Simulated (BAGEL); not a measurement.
**CH3AlF2S (SMILES C[S][Al]([F])[F]) at HF/STO-3G (density fitting with qzvpp-jkfit)**

What is the vertical singlet–triplet gap of CH3AlF2S at HF/STO-3G (density fitting with qzvpp-jkfit)? 

The results are computed with BAGEL 1.2.2.

30 further runs of the same task are left out: 30 set aside as unsound or not needed.

**1. The structure to begin with**

The species is CH3AlF2S (8 atoms), meant as a singlet with charge 0. As SMILES, `C[S][Al]([F])[F]`. The coordinates come from a PBE0-D4/def2-TZVP relaxation.

Bond lengths: C1–S2 1.828 Å, S2–Al3 2.143 Å, Al3–F4 1.637 Å, Al3–F5 1.642 Å, C1–H6 1.089 Å, C1–H7 1.089 Å, C1–H8 1.088 Å. Angles: C1–S2–Al3 100.8°, S2–Al3–F4 120.9°, S2–Al3–F5 120.3°, F4–Al3–F5 118.8°, S2–C1–H6 108.4°, S2–C1–H7 108.1°, S2–C1–H8 112.1°, H6–C1–H7 109.5°, H6–C1–H8 109.4°, H7–C1–H8 109.3°.

**2. The energy at HF/STO-3G (density fitting with qzvpp-jkfit)**

job.json reads:

```json
{ "bagel" : [

{
  "title" : "molecule",
  "basis" : "sto-3g",
  "df_basis" : "qzvpp-jkfit",
  "angstrom" : true,
  "geometry" : [
    { "atom" : "C", "xyz" : [      -0.685200,      -0.191000,       1.173500 ] },
    { "atom" : "S", "xyz" : [       0.485100,      -1.211200,       0.207700 ] },
    { "atom" : "Al", "xyz" : [       0.908100,       0.103300,      -1.431700 ] },
    { "atom" : "F", "xyz" : [       1.930400,      -0.347100,      -2.628200 ] },
    { "atom" : "F", "xyz" : [       0.210100,       1.587700,      -1.506300 ] },
    { "atom" : "H", "xyz" : [      -1.638200,      -0.714900,       1.221000 ] },
    { "atom" : "H", "xyz" : [      -0.283000,      -0.075000,       2.178400 ] },
    { "atom" : "H", "xyz" : [      -0.835000,       0.791100,       0.729900 ] }
  ]
},

{
  "title" : "hf"
},

{
  "title" : "print",
  "file" : "orbitals.molden",
  "orbitals" : true
}

]}
```

On the command line:

```sh
$ BAGEL_NUM_THREADS=1 BAGEL job.json > job.out
```

Output:

```text
* using 1 threads per process

  ===============================================================
  ===============================================================

  *** Geometry ***

  { "atom" : "C", "xyz" : [     -1.294840,     -0.360938,      2.217594 ] },
  { "atom" : "S", "xyz" : [      0.916706,     -2.288836,      0.392496 ] },
  { "atom" : "Al", "xyz" : [      1.716060,      0.195209,     -2.705521 ] },
  { "atom" : "F", "xyz" : [      3.647927,     -0.655924,     -4.966578 ] },
  { "atom" : "F", "xyz" : [      0.397031,      3.000318,     -2.846494 ] },
  { "atom" : "H", "xyz" : [     -3.095749,     -1.350965,      2.307356 ] },
  { "atom" : "H", "xyz" : [     -0.534792,     -0.141729,      4.116579 ] },
  { "atom" : "H", "xyz" : [     -1.577921,      1.494962,      1.379311 ] },

  Number of auxiliary basis functions:      539

  Since a DF basis is specified, we compute 2- and 3-index integrals:
    o Being stored without compression. Storage requirement is 0.006 GB

  Number of basis functions:       36
  Number of electrons      :       56

    * METHOD: MOLECULE                             0.23

  *** RHF ***

  === Nuclear Repulsion ===
   277.5319790367

      * DIIS with orbital gradients will be used.

  === RHF iteration (sto-3g) ===
      0       -867.41517802          0.01584151           0.04
      1       -867.54208970          0.00355348           0.03
      2       -867.54762651          0.00076587           0.04
      3       -867.54812558          0.00017116           0.03
      4       -867.54815059          0.00005114           0.03
      5       -867.54815311          0.00001092           0.04
      6       -867.54815323          0.00000236           0.04
      7       -867.54815324          0.00000061           0.04
      8       -867.54815324          0.00000014           0.03
      9       -867.54815324          0.00000005           0.03
     10       -867.54815324          0.00000001           0.03
     11       -867.54815324          0.00000000           0.03
    * SCF iteration converged.

    * Permanent dipole moment:
           (    0.134319,    -0.207172,    -0.039480) a.u.

    * METHOD: HF                                   0.53

    * METHOD: PRINT                                0.00

  ===============================================================
```

Wall time 1.6 s (1 thread of Intel Xeon Platinum 8488C (Sapphire Rapids), shared host); peak memory 0.078 GiB.

**3. The triplet**

input.json reads:

```json
{ "bagel": [

{
  "title": "molecule",
  "basis": "sto-3g",
  "df_basis": "qzvpp-jkfit",
  "angstrom": true,
  "geometry": [
    { "atom": "C", "xyz": [      -0.685200,      -0.191000,       1.173500 ] },
    { "atom": "S", "xyz": [       0.485100,      -1.211200,       0.207700 ] },
    { "atom": "Al", "xyz": [       0.908100,       0.103300,      -1.431700 ] },
    { "atom": "F", "xyz": [       1.930400,      -0.347100,      -2.628200 ] },
    { "atom": "F", "xyz": [       0.210100,       1.587700,      -1.506300 ] },
    { "atom": "H", "xyz": [      -1.638200,      -0.714900,       1.221000 ] },
    { "atom": "H", "xyz": [      -0.283000,      -0.075000,       2.178400 ] },
    { "atom": "H", "xyz": [      -0.835000,       0.791100,       0.729900 ] }
  ]
},

{ "title": "uhf", "nopen": 2 },

{ "title": "print", "file": "orbitals.molden", "orbitals": true }

]}
```

On the command line:

```sh
$ BAGEL_NUM_THREADS=1 BAGEL input.json > input.out
```

Output:

```text
* using 1 threads per process

  ===============================================================
  ===============================================================

  *** Geometry ***

  { "atom" : "C", "xyz" : [     -1.294840,     -0.360938,      2.217594 ] },
  { "atom" : "S", "xyz" : [      0.916706,     -2.288836,      0.392496 ] },
  { "atom" : "Al", "xyz" : [      1.716060,      0.195209,     -2.705521 ] },
  { "atom" : "F", "xyz" : [      3.647927,     -0.655924,     -4.966578 ] },
  { "atom" : "F", "xyz" : [      0.397031,      3.000318,     -2.846494 ] },
  { "atom" : "H", "xyz" : [     -3.095749,     -1.350965,      2.307356 ] },
  { "atom" : "H", "xyz" : [     -0.534792,     -0.141729,      4.116579 ] },
  { "atom" : "H", "xyz" : [     -1.577921,      1.494962,      1.379311 ] },

  Number of auxiliary basis functions:      539

  Since a DF basis is specified, we compute 2- and 3-index integrals:
    o Being stored without compression. Storage requirement is 0.006 GB

  Number of basis functions:       36
  Number of electrons      :       56

    * METHOD: MOLECULE                             0.22

  *** Open-shell HF ***

  === Nuclear Repulsion ===
   277.5319790367

      * DIIS with orbital gradients will be used.

  === UHF iteration (sto-3g) ===
      0       -867.11220951          0.02888859           0.07
      1       -867.26766986          0.00742563           0.07
      2       -867.27837933          0.00199693           0.07
      3       -867.28006068          0.00086218           0.07
      4       -867.28068291          0.00021962           0.07
      5       -867.28075043          0.00007942           0.07
      6       -867.28076996          0.00003347           0.07
      7       -867.28077671          0.00002532           0.07
      8       -867.28078315          0.00001428           0.07
      9       -867.28078429          0.00001093           0.06
     10       -867.28078466          0.00001070           0.06
     11       -867.28078524          0.00001052           0.07
     12       -867.28078602          0.00001033           0.07
     13       -867.28078805          0.00000973           0.07
     14       -867.28079336          0.00000815           0.07
     15       -867.28079524          0.00000722           0.07
     16       -867.28080000          0.00000637           0.07
     17       -867.28080061          0.00000248           0.07
     18       -867.28080080          0.00000154           0.07
     19       -867.28080080          0.00000114           0.07
     20       -867.28080080          0.00000078           0.06
     21       -867.28080080          0.00000045           0.06
     22       -867.28080080          0.00000022           0.06
     23       -867.28080081          0.00000012           0.07
     24       -867.28080081          0.00000009           0.07
     25       -867.28080081          0.00000007           0.06
     26       -867.28080081          0.00000004           0.07
     27       -867.28080081          0.00000002           0.06
     28       -867.28080081          0.00000001           0.07
     29       -867.28080081          0.00000001           0.07
    * SCF iteration converged.

    * S^2 (UHF) is 2.0164

    * Permanent dipole moment:
           (    0.607640,     0.840690,    -1.810250) a.u.

    * METHOD: UHF                                  2.09

    * METHOD: PRINT                                0.00

  ===============================================================
```

Run time: 3.3 s. Hardware: 1 thread of Intel Xeon Platinum 8488C (Sapphire Rapids), shared host; peak memory 0.078 GiB.

**4. Results**

Level: HF/STO-3G (density fitting with qzvpp-jkfit).

```
                                        quantity          value
                           singlet: total energy  -867.54815 Eh
                          singlet: dipole moment         0.64 D
                            singlet: HOMO energy       -6.66 eV
                            singlet: LUMO energy        9.49 eV
                          singlet: HOMO–LUMO gap       16.15 eV
                           triplet: total energy  -867.28080 Eh
                          triplet: dipole moment         5.30 D
                                   triplet: ⟨S²⟩          2.016
vertical energy of the triplet above the singlet       7.275 eV
```

What this shows: At this shape the triplet lies 7.28 eV (168 kcal/mol) above the singlet. In a minimal basis such a difference can be off by several eV, whatever the method.
